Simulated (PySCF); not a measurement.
# Cu···H2···Cu: magnetic exchange

Aim: compute the magnetic exchange of Cu···H2···Cu.

Programs: PySCF 2.14.0, with routines of our own; each step states its level. All values are computed. Atoms count from 0.

## (1) The starting structure

4 atoms, charge 0, high-spin multiplicity 3; geometry from: GFN2-xTB fragments, placed rigidly.

The system (radical pair across a spacer): Cu···H2···Cu. The radical centres are 5.83 Å apart; the spin sites are atom 0 (1 unpaired) and atom 1 (1 unpaired).

## (2) Magnetic exchange: CASSCF and SC-NEVPT2/def2-TZVP (2,2)

Job settings and geometry (Å):

```
{"job": {"kind": "cas", "basis": "def2-TZVP", "active": "magnetic", "zfs": true}, "charge": 0, "high_spin_multiplicity": 3, "spin_sites": [[[0], 1], [[1], 1]]}
Cu     0.000000     0.000000    -2.914800
Cu     0.000000     0.000000     2.914800
H      0.000000    -0.000000    -0.388300
H     -0.000000     0.000000     0.388300
```

Level: CASSCF and SC-NEVPT2/def2-TZVP spin states, gas phase.

Started as:

```sh
$ OMP_NUM_THREADS=1 python exch_run.py task.json out
```

The driver reads the jobs from task.json and runs them one after another.

Output:

```text
start orbitals: natural orbitals of the high-spin HF determinant (converged)
active space: 2 electrons in 2 orbitals, 29 closed; orbitals optimised for multiplicities 3 1
macro   0  E = -3278.9678876891  dE =  0.000e+00  |g| = 1.085e-02
macro   1  E = -3278.9679496099  dE = -6.192e-05  |g| = 2.753e-03
macro   2  E = -3278.9679519072  dE = -2.297e-06  |g| = 3.888e-03
macro   3  E = -3278.9679520210  dE = -1.138e-07  |g| = 3.112e-03
macro   4  E = -3278.9679522433  dE = -2.223e-07  |g| = 1.487e-04
macro   5  E = -3278.9679522496  dE = -6.274e-09  |g| = 4.974e-05
CASSCF converged, mean energy = -3278.9679522496
2S+1 = 3  root 0  E(CAS) = -3278.96761954  E(NEVPT2) = -3280.33024941  occupations 1.000 1.000
2S+1 = 1  root 0  E(CAS) = -3278.96828496  E(NEVPT2) = -3280.33118541  occupations 1.155 0.845
2S+1 = 1  root 1  E(CAS) = -3278.78234384  E(NEVPT2) = -3280.21274966  occupations 1.000 1.000
2S+1 = 1  root 2  E(CAS) = -3278.78075059  E(NEVPT2) = -3280.21007649  occupations 1.155 0.845
D(spin-spin) = -0.0141 cm-1, E/D = 0.000
D(spin-orbit) = 0.0000 cm-1, D(total) = -0.0141 cm-1, E/D = 0.000
```

Run time: 5 s. Hardware: 1 thread of Arm Neoverse V1, shared host; peak memory 0.26 GiB.

In short:

| quantity | value |
| --- | --- |
| J (CASSCF) | -73 cm⁻¹ |
| J (NEVPT2) | -103 cm⁻¹ |
| low less high spin (NEVPT2) | -0.6 kcal/mol |
| diradical index y0 | 0.85 |
| zero-field D | -0.014 cm⁻¹ |

Mulliken spin populations of the high-spin state:

| atom | value (e) |
| --- | --- |
| Cu0 | 1.00 |
| Cu1 | 1.00 |
| H2 | 0.00 |
| H3 | 0.00 |

## (3) Magnetic exchange: HF/def2-TZVP

Job settings and geometry (Å):

```
{"job": {"kind": "bs", "xc": "HF", "basis": "def2-TZVP", "rks": true}, "charge": 0, "high_spin_multiplicity": 3, "spin_sites": [[[0], 1], [[1], 1]]}
Cu     0.000000     0.000000    -2.914800
Cu     0.000000     0.000000     2.914800
H      0.000000    -0.000000    -0.388300
H     -0.000000     0.000000     0.388300
```

With the program's defaults for keys left out, this is: HF/def2-TZVP high-spin, broken-symmetry and restricted single points, gas phase.

Output:

```text
high-spin state, multiplicity 3
final grid: 36824 points
cycle   1  E = -3278.8509816736  dE = -1.031e+00  |g| = 8.529e-01  |ddm| = 1.099e+00
cycle   2  E = -3278.7866711331  dE =  6.431e-02  |g| = 1.148e+00  |ddm| = 6.095e-01
cycle   3  E = -3278.9676598487  dE = -1.810e-01  |g| = 4.569e-02  |ddm| = 2.565e-01
cycle   4  E = -3278.9685523724  dE = -8.925e-04  |g| = 1.064e-02  |ddm| = 7.143e-02
cycle   5  E = -3278.9687474336  dE = -1.951e-04  |g| = 3.979e-03  |ddm| = 5.335e-02
cycle   6  E = -3278.9687689790  dE = -2.155e-05  |g| = 7.167e-04  |ddm| = 1.915e-02
cycle   7  E = -3278.9687696982  dE = -7.192e-07  |g| = 2.074e-04  |ddm| = 2.150e-03
cycle   8  E = -3278.9687697753  dE = -7.713e-08  |g| = 6.974e-05  |ddm| = 1.200e-03
cycle   9  E = -3278.9687697867  dE = -1.138e-08  |g| = 3.540e-05  |ddm| = 3.423e-04
cycle  10  E = -3278.9687697909  dE = -4.208e-09  |g| = 1.362e-05  |ddm| = 2.029e-04
converged SCF energy = -3278.9687697909

broken-symmetry state, M_S = 0, start: spins of the second site flipped
final grid: 36824 points
cycle   1  E = -3278.9686910130  dE = -1.330e-03  |g| = 1.544e-02  |ddm| = 5.518e-02
cycle   2  E = -3278.9689785699  dE = -2.876e-04  |g| = 9.496e-03  |ddm| = 1.868e-02
cycle   3  E = -3278.9691060759  dE = -1.275e-04  |g| = 6.179e-03  |ddm| = 1.756e-02
cycle   4  E = -3278.9691161373  dE = -1.006e-05  |g| = 1.548e-03  |ddm| = 3.857e-03
cycle   5  E = -3278.9691191508  dE = -3.014e-06  |g| = 5.072e-04  |ddm| = 3.809e-03
cycle   6  E = -3278.9691198794  dE = -7.286e-07  |g| = 2.221e-04  |ddm| = 1.559e-03
cycle   7  E = -3278.9691200169  dE = -1.376e-07  |g| = 6.068e-05  |ddm| = 7.557e-04
cycle   8  E = -3278.9691200244  dE = -7.411e-09  |g| = 1.693e-05  |ddm| = 2.502e-04
converged SCF energy = -3278.9691200244

<S^2> high spin = 2.0042, broken symmetry = 0.9986
E(HS) - E(BS) = 76.87 cm-1
J_noodleman = -76.87 cm-1
J_unprojected = -38.43 cm-1
J_yamaguchi = -76.44 cm-1

restricted closed-shell singlet
final grid: 36824 points
cycle   1  E = -3278.8957467083  dE = -7.352e-03  |g| = 3.291e-02  |ddm| = 5.252e-01
cycle   2  E = -3278.8967117772  dE = -9.651e-04  |g| = 3.086e-02  |ddm| = 1.618e-01
cycle   3  E = -3278.8968711574  dE = -1.594e-04  |g| = 1.053e-02  |ddm| = 3.887e-02
cycle   4  E = -3278.8969966106  dE = -1.255e-04  |g| = 2.310e-03  |ddm| = 7.840e-02
cycle   5  E = -3278.8970038503  dE = -7.240e-06  |g| = 7.700e-04  |ddm| = 1.878e-02
cycle   6  E = -3278.8970042492  dE = -3.989e-07  |g| = 1.639e-04  |ddm| = 4.134e-03
cycle   7  E = -3278.8970042762  dE = -2.704e-08  |g| = 4.962e-05  |ddm| = 9.150e-04
cycle   8  E = -3278.8970042798  dE = -3.548e-09  |g| = 1.447e-05  |ddm| = 2.699e-04
converged SCF energy = -3278.8970042798
```

It took 2.1 s on 1 thread of Arm Neoverse V1, shared host; peak memory 0.26 GiB.

From this job:

| quantity | value |
| --- | --- |
| J (Yamaguchi) | -76 cm⁻¹ |
| low less high spin, projected | -0.4 kcal/mol |
| closed shell less high spin (no spin gap: the broken-symmetry state lies far lower) | 45.0 kcal/mol |

## (4) Magnetic exchange: TPSSh/def2-TZVP

Job settings and geometry (Å):

```
{"job": {"kind": "bs", "xc": "TPSSh", "grid": 2, "basis": "def2-TZVP", "rks": true}, "charge": 0, "high_spin_multiplicity": 3, "spin_sites": [[[0], 1], [[1], 1]]}
Cu     0.000000     0.000000    -2.914800
Cu     0.000000     0.000000     2.914800
H      0.000000    -0.000000    -0.388300
H     -0.000000     0.000000     0.388300
```

Method: TPSSh/def2-TZVP high-spin, broken-symmetry and restricted single points, gas phase.

Output:

```text
high-spin state, multiplicity 3
final grid: 36824 points
cycle   1  E = -3282.0495088298  dE =  6.243e-02  |g| = 7.989e-01  |ddm| = 5.655e-01
cycle   2  E = -3281.4701535588  dE =  5.794e-01  |g| = 2.108e+00  |ddm| = 9.371e-01
cycle   3  E = -3282.1557920464  dE = -6.856e-01  |g| = 1.301e-01  |ddm| = 5.534e-01
cycle   4  E = -3282.1594051680  dE = -3.613e-03  |g| = 2.580e-02  |ddm| = 8.567e-02
cycle   5  E = -3282.1595270256  dE = -1.219e-04  |g| = 2.659e-03  |ddm| = 1.267e-02
cycle   6  E = -3282.1595288145  dE = -1.789e-06  |g| = 2.639e-04  |ddm| = 2.536e-03
cycle   7  E = -3282.1595289491  dE = -1.346e-07  |g| = 1.169e-04  |ddm| = 1.109e-03
cycle   8  E = -3282.1595289645  dE = -1.535e-08  |g| = 2.119e-05  |ddm| = 3.828e-04
cycle   9  E = -3282.1595289664  dE = -1.960e-09  |g| = 9.310e-06  |ddm| = 1.645e-04
converged SCF energy = -3282.1595289664

broken-symmetry state, M_S = 0, start: spins of the second site flipped
final grid: 36824 points
cycle   1  E = -3282.1606683520  dE = -3.229e-03  |g| = 1.233e-02  |ddm| = 1.761e-01
cycle   2  E = -3282.1607206790  dE = -5.233e-05  |g| = 2.238e-02  |ddm| = 2.517e-02
cycle   3  E = -3282.1607978651  dE = -7.719e-05  |g| = 6.706e-03  |ddm| = 8.285e-03
cycle   4  E = -3282.1608091990  dE = -1.133e-05  |g| = 1.386e-03  |ddm| = 6.325e-03
cycle   5  E = -3282.1608102214  dE = -1.022e-06  |g| = 2.434e-04  |ddm| = 2.144e-03
cycle   6  E = -3282.1608103306  dE = -1.092e-07  |g| = 7.942e-05  |ddm| = 7.127e-04
cycle   7  E = -3282.1608103398  dE = -9.219e-09  |g| = 1.609e-05  |ddm| = 2.167e-04
converged SCF energy = -3282.1608103398

<S^2> high spin = 2.0068, broken symmetry = 0.9550
E(HS) - E(BS) = 281.23 cm-1
J_noodleman = -281.23 cm-1
J_unprojected = -140.61 cm-1
J_yamaguchi = -267.38 cm-1

restricted closed-shell singlet
final grid: 36824 points
cycle   1  E = -3282.1423001082  dE = -8.358e-04  |g| = 2.391e-02  |ddm| = 2.401e-01
cycle   2  E = -3282.1420348471  dE =  2.653e-04  |g| = 6.694e-02  |ddm| = 7.453e-02
cycle   3  E = -3282.1423994615  dE = -3.646e-04  |g| = 6.686e-03  |ddm| = 2.140e-02
cycle   4  E = -3282.1424089754  dE = -9.514e-06  |g| = 2.714e-03  |ddm| = 1.453e-02
cycle   5  E = -3282.1423476394  dE =  6.134e-05  |g| = 9.327e-03  |ddm| = 2.460e-02
cycle   6  E = -3282.1424103268  dE = -6.269e-05  |g| = 6.075e-04  |ddm| = 2.258e-02
cycle   7  E = -3282.1424103861  dE = -5.930e-08  |g| = 3.387e-05  |ddm| = 6.996e-04
cycle   8  E = -3282.1424103866  dE = -4.411e-10  |g| = 4.543e-06  |ddm| = 1.186e-04
converged SCF energy = -3282.1424103866
```

Run time: 12 s. Hardware: 1 thread of Arm Neoverse V1, shared host; peak memory 0.36 GiB.

From this job:

| quantity | value |
| --- | --- |
| J (Yamaguchi) | -267 cm⁻¹ |
| low less high spin, projected | -1.5 kcal/mol |
| closed shell less high spin (no spin gap: the broken-symmetry state lies far lower) | 10.7 kcal/mol |

## (5) Magnetic exchange: CASSCF and SC-NEVPT2/def2-TZVP (2,2) in acetonitrile

Job settings and geometry (Å):

```
{"job": {"kind": "cas", "basis": "def2-TZVP", "active": "magnetic", "zfs": true, "orbitals": "low", "solvent": "acetonitrile", "xc": "HF"}, "charge": 0, "high_spin_multiplicity": 3, "spin_sites": [[[0], 1], [[1], 1]]}
Cu     0.000000     0.000000    -2.914800
Cu     0.000000     0.000000     2.914800
H      0.000000    -0.000000    -0.388300
H     -0.000000     0.000000     0.388300
```

Level: CASSCF and SC-NEVPT2/def2-TZVP spin states, IEF-PCM acetonitrile.

Output:

```text
start orbitals: natural orbitals of the high-spin HF determinant (converged)
active space: 2 electrons in 2 orbitals, 29 closed; orbitals optimised for multiplicities 1
macro   0  E = -3278.9745994043  dE =  0.000e+00  |g| = 1.737e-02
macro   1  E = -3278.9747614066  dE = -1.620e-04  |g| = 3.296e-03
macro   2  E = -3278.9747641103  dE = -2.704e-06  |g| = 3.936e-03
macro   3  E = -3278.9747642872  dE = -1.769e-07  |g| = 3.423e-03
macro   4  E = -3278.9747645798  dE = -2.926e-07  |g| = 2.606e-04
macro   5  E = -3278.9747646026  dE = -2.287e-08  |g| = 1.298e-04
CASSCF converged, mean energy = -3278.9747646026
2S+1 = 3  root 0  E(CAS) = -3278.97416970  E(NEVPT2) = -3280.33478317  occupations 1.000 1.000
2S+1 = 1  root 0  E(CAS) = -3278.97476460  E(NEVPT2) = -3280.33547790  occupations 1.141 0.859
2S+1 = 1  root 1  E(CAS) = -3278.79229611  E(NEVPT2) = -3280.21890219  occupations 1.000 1.000
2S+1 = 1  root 2  E(CAS) = -3278.79106228  E(NEVPT2) = -3280.21700591  occupations 1.141 0.859
D(spin-spin) = -0.0128 cm-1, E/D = 0.000
D(spin-orbit) = 0.0000 cm-1, D(total) = -0.0128 cm-1, E/D = 0.000
```

It took 5 s on 1 thread of Arm Neoverse V1, shared host; peak memory 0.36 GiB.

The solvent's field is frozen at that of the high-spin determinant; only differences between these total energies have meaning.

J and the spin gap of this run are not to be taken as properties: the orbitals were optimised for multiplicity 1 alone, so the other state lies too high.

## (6) Spin gaps side by side

J for H = −2J S1·S2; the gap is low spin less high spin (projected; unprojected where the broken-symmetry state collapsed; or NEVPT2):

| step | level | geometry | J (cm⁻¹) | gap (kcal/mol) | time |
| --- | --- | --- | --- | --- | --- |
| 2 | CASSCF and SC-NEVPT2/def2-TZVP (2,2) | one | -103 | -0.6 | 5 s |
| 3 | HF/def2-TZVP | one | -76 | -0.4 | 2.1 s |
| 4 | TPSSh/def2-TZVP | one | -267 | -1.5 | 12 s |

CASSCF times leave out a start SCF that an earlier step had already made.

## (7) What came out

| quantity | value |
| --- | --- |
| J (CASSCF) (step 2, CASSCF and SC-NEVPT2/def2-TZVP (2,2)) | -73 cm⁻¹ |
| J (NEVPT2) (step 2, CASSCF and SC-NEVPT2/def2-TZVP (2,2)) | -103 cm⁻¹ |
| low less high spin (NEVPT2) (step 2, CASSCF and SC-NEVPT2/def2-TZVP (2,2)) | -0.6 kcal/mol |
| diradical index y0 (step 2, CASSCF and SC-NEVPT2/def2-TZVP (2,2)) | 0.85 |
| J | -267 (TPSSh/def2-TZVP) to -76 cm⁻¹ (HF/def2-TZVP) |

**Reading.** Step 5 is set aside for J and the spin gap: the orbitals were optimised for multiplicity 1 alone, so the other state lies too high. The levels with a meaningful J put the low-spin state lower (antiferromagnetic coupling), from -267 to -76 cm⁻¹.
